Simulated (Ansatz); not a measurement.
NbRu3C:

```
CELL_PARAMETERS angstrom
4.06514 0.00000 0.00000
0.00000 4.06514 0.00000
0.00000 0.00000 4.06514
ATOMIC_POSITIONS crystal
Ru 0.50000 0.50000 0.00000
Ru 0.50000 0.00000 0.50000
Ru 0.00000 0.50000 0.50000
Nb 0.00000 0.00000 0.00000
C 0.50000 0.50000 0.50000
```

The cell comes from a database or a generator and needn't be the stable form of this composition.

Program: Ansatz 0.2.0. Alike in all runs: task projected density of states; potentials or basis Ansatz PAW; no spin polarisation; cell as given; k mesh 7 × 7 × 7; smearing fermi-dirac 0.05 eV.

Q: Order these runs on this cell by their pressure, lowest first.
A. level PBE; cutoff (eV) 420
B. level BLYP; cutoff (eV) 420
C. level r2SCAN; cutoff (eV) 500
D. level RPBE; cutoff (eV) 420
E. level PBEsol; cutoff (eV) 420

A: E (-11.8 GPa), C (-7.5 GPa), A (-3.4 GPa), D (0.5 GPa), B (8.2 GPa).

Caveats: the density of states is complete only up to the lowest level of the last band computed; the PAW data sets come from PBE, with cores solved anew for the run's functional, which leaves a small shift of forces and pressure (some runs).
